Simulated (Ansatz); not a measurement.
Working through a relaxation of cell and ions of Cs2AgSbF6, space group Fm-3m

Program: the Python package of Ansatz (0.2.0).

Input file `cs2agsbf6.xyz`:
```text
10
Lattice="0.0 4.71426715 4.71426715 4.71426715 0.0 4.71426715 4.71426715 4.71426715 0.0" Properties=species:S:1:pos:R:3 pbc="T T T"
Cs    7.07140073    7.07140073    7.07140073
Cs    2.35713358    2.35713358    2.35713358
Ag    4.71426715    4.71426715    4.71426715
Sb    0.00000000    0.00000000    0.00000000
F     2.21164658    4.71426715    4.71426715
F     4.71426715    4.71426715    2.21164658
F     7.21688773    4.71426715    4.71426715
F     4.71426715    2.21164658    4.71426715
F     4.71426715    7.21688773    4.71426715
F     4.71426715    4.71426715    7.21688773
```

Notebook, run cell by cell (the value of a cell's last expression is shown):

**Cell 1**
```python
import warnings

import ansatz as az
from ase import Atoms
from ase.neighborlist import neighbor_list
import numpy as np

def edges_and_angles(cell):
    cell = np.asarray(cell)
    a, b, c = np.linalg.norm(cell, axis=1)
    cosines = cell[1] @ cell[2] / (b * c), cell[0] @ cell[2] / (a * c), cell[0] @ cell[1] / (a * b)
    return (a, b, c, *np.degrees(np.arccos(cosines)))
```

**Cell 2**
```python
warnings.simplefilter('ignore', az.DeckWarning)
```

**Cell 3**
```python
system = az.Crystal.from_extxyz('cs2agsbf6.xyz')
```

**Cell 4**
```python
# edges free, angles fixed
calculation = (
    system.calculation()
    .functional(az.Functional.PBE)
    .basis(34 * az.Ry)
    .kpoints(spacing=0.44)
    .occupations('Fermi-Dirac', width=0.01)
    .relax(force_tolerance=0.02, max_steps=100, fix_cell=['angles'])
)
steps = []


def collect(event):
    if event['event'] == 'relax_step':
        steps.append(event['data'])


done = calculation.session().plan().execute(on_event=collect)
r = done.report
```

**Cell 5**
```python
sorted(key for key in r if key.endswith('_ev'))
```
Output:
```text
['energy_sigma0_ev', 'entropy_ts_ev', 'fermi_energy_ev', 'free_energy_ev', 'gap_by_band_count_ev',
 'harris_foulkes_ev', 'internal_energy_ev', 'lagrangian_above_aufbau_ev', 'lagrangian_ev',
 'lagrangian_sigma0_ev']
```

**Cell 6**
```python
[(site.symbol, site.position_frac.round(4).tolist()) for site in done.lattice.sites]
```
Output:
```text
[(<Element.CS: 'Cs'>, [0.75, 0.75, 0.75]), (<Element.CS: 'Cs'>, [0.25, 0.25, 0.25]),
 (<Element.AG: 'Ag'>, [0.5, 0.5, 0.5]), (<Element.SB: 'Sb'>, [-0.0, -0.0, -0.0]),
 (<Element.F: 'F'>, [0.7649, 0.2351, 0.2351]), (<Element.F: 'F'>, [0.2351, 0.2351, 0.7649]),
 (<Element.F: 'F'>, [0.2351, 0.7649, 0.7649]), (<Element.F: 'F'>, [0.2351, 0.7649, 0.2351]),
 (<Element.F: 'F'>, [0.7649, 0.2351, 0.7649]), (<Element.F: 'F'>, [0.7649, 0.7649, 0.2351])]
```

**Cell 7**
```python
for s in steps:
    flag = '' if s['accepted'] else '  (rejected)'
    print('step %2d  E = %.5f eV  largest force component = %.4f eV/A%s' % (s['step'], s['lagrangian_ev'], s['allowed_force_max_ev_ang'], flag))
```
Output:
```text
step  1  E = -30272.67381 eV  largest force component = 0.0735 eV/A
step  2  E = -30272.67539 eV  largest force component = 0.0116 eV/A
step  3  E = -30272.67554 eV  largest force component = 0.0116 eV/A
```

**Cell 8**
```python
first, last = steps[0], steps[-1]
symbols = [site.symbol for site in done.lattice.sites]
print(f'energy gained {first["lagrangian_ev"] - last["lagrangian_ev"]:.4f} eV in {len(steps) - 1} steps')
for label, vectors in (('before', first['cell_ang']), ('after', done.lattice.cell_ang)):
    print(label, 'a b c (A) {:.4f} {:.4f} {:.4f}  angles {:.2f} {:.2f} {:.2f}'.format(*edges_and_angles(vectors)), f' V = {abs(np.linalg.det(vectors)):.3f} A^3')
print('final stress xx yy zz (GPa, compression positive):', np.round(np.diag(r['stress_gpa']), 3) + 0.0)
```
Output:
```text
energy gained 0.0017 eV in 2 steps
before a b c (A) 6.6670 6.6670 6.6670  angles 60.00 60.00 60.00  V = 209.543 A^3
after a b c (A) 6.6785 6.6785 6.6785  angles 60.00 60.00 60.00  V = 210.626 A^3
final stress xx yy zz (GPa, compression positive): [-0.036 -0.036 -0.036]
```

**Cell 9**
```python
print('relaxed fractional positions')
for site in done.lattice.sites:
    print(f'  {site.symbol:2s}', ' '.join(f'{v % 1:8.5f}' for v in np.round(site.position_frac, 5)))
```
Output:
```text
relaxed fractional positions
  Cs  0.75000  0.75000  0.75000
  Cs  0.25000  0.25000  0.25000
  Ag  0.50000  0.50000  0.50000
  Sb  0.00000  0.00000  0.00000
  F   0.76493  0.23507  0.23507
  F   0.23507  0.23507  0.76493
  F   0.23507  0.76493  0.76493
  F   0.23507  0.76493  0.23507
  F   0.76493  0.23507  0.76493
  F   0.76493  0.76493  0.23507
```

**Cell 10**
```python
final = Atoms(symbols, positions=last['positions_ang'], cell=done.lattice.cell_ang, pbc=True)
i, j, d = neighbor_list('ijd', final, 4.5)
print('neighbours within 1.2 times the shortest distance of each atom (A)')
for atom in range(len(final)):
    near = [m for m in np.argsort(d) if i[m] == atom]
    shell = [m for m in near if d[m] < 1.2 * d[near[0]]]
    print(f'{symbols[atom]}{atom} ({len(shell)}):', ', '.join(f'{symbols[j[m]]} {d[m]:.3f}' for m in shell))
```
Output:
```text
neighbours within 1.2 times the shortest distance of each atom (A)
Cs0 (12): F 3.342, F 3.342, F 3.342, F 3.342, F 3.342, F 3.342, F 3.342, F 3.342, F 3.342, F 3.342, F 3.342, F 3.342
Cs1 (12): F 3.342, F 3.342, F 3.342, F 3.342, F 3.342, F 3.342, F 3.342, F 3.342, F 3.342, F 3.342, F 3.342, F 3.342
Ag2 (6): F 2.502, F 2.502, F 2.502, F 2.502, F 2.502, F 2.502
Sb3 (6): F 2.220, F 2.220, F 2.220, F 2.220, F 2.220, F 2.220
F4 (2): Sb 2.220, Ag 2.502
F5 (2): Sb 2.220, Ag 2.502
F6 (2): Sb 2.220, Ag 2.502
F7 (2): Sb 2.220, Ag 2.502
F8 (2): Sb 2.220, Ag 2.502
F9 (2): Sb 2.220, Ag 2.502
```

**Cell 11**
```python
change = np.array(last['positions_ang']) @ np.linalg.inv(last['cell_ang']) - np.array(first['positions_ang']) @ np.linalg.inv(first['cell_ang'])
moved = np.linalg.norm(change @ np.array(last['cell_ang']), axis=1)
print('displacement within the cell, strain taken out (A):', ' '.join(f'{s}:{d:.3f}' for s, d in zip(symbols, moved)))
```
Output:
```text
displacement within the cell, strain taken out (A): Cs:0.000 Cs:0.000 Ag:0.000 Sb:0.000 F:0.005 F:0.005 F:0.005 F:0.005 F:0.005 F:0.005
```

**Cell 12**
```python
energy = r['free_energy_ev']
print('Cs2AgSbF6: {:.6f} eV = {:.6f} Ry = {:.6f} Ha'.format(energy, energy / 13.605693, energy / 27.211386))
print('Fermi level {:.4f} eV, {} k-points, {} symmetry operations'.format(r['fermi_energy_ev'], r['n_kpoints'], r['n_symmetry_ops']))
```
Output:
```text
Cs2AgSbF6: -30272.675539 eV = -2225.000633 Ry = -1112.500317 Ha
Fermi level 6.5193 eV, 6 k-points, 12 symmetry operations
```

Reading the output:
- Absolute energies stand on the zero of these potentials, so only differences at equal settings mean something. A total without «per atom» is that of the cell as typed.
- Along an axis with an odd division the mesh misses the point at one half; a gap read on a finite mesh is an upper bound on this functional's gap.
- Semilocal gaps usually lie well under measured ones.
- Under fixed occupations the level called the Fermi level is the highest filled one on the SCF mesh; off the mesh a filled band can lie a little above it.
- The zero of the levels is a convention of the potentials, so an absolute Fermi energy is no work function.
- Energies along a relaxation are free energies. Rows at an unchanged volume are solved on a plane-wave basis chosen afresh for that cell, so the energy jumps there and such rows are no steps of the walk.
- Edges and angles are those of the cell as typed, here a primitive one, not of the conventional cell.
- In a crystal with a gap the Fermi level's place inside it depends on smearing and mesh.
- The structure comes from a database of computed cells and needn't be a stable or known phase.
- Gaps and levels are Kohn-Sham values on a finite set of k-points, without spin-orbit coupling.
- The script silences the warnings on its input, which a real study should read.
- It ran for 13 s on 1 thread of Arm Neoverse V2 (shared host), peak memory 0.63 GiB.

(Lines on the test bed's own set-up are left out of the output.)
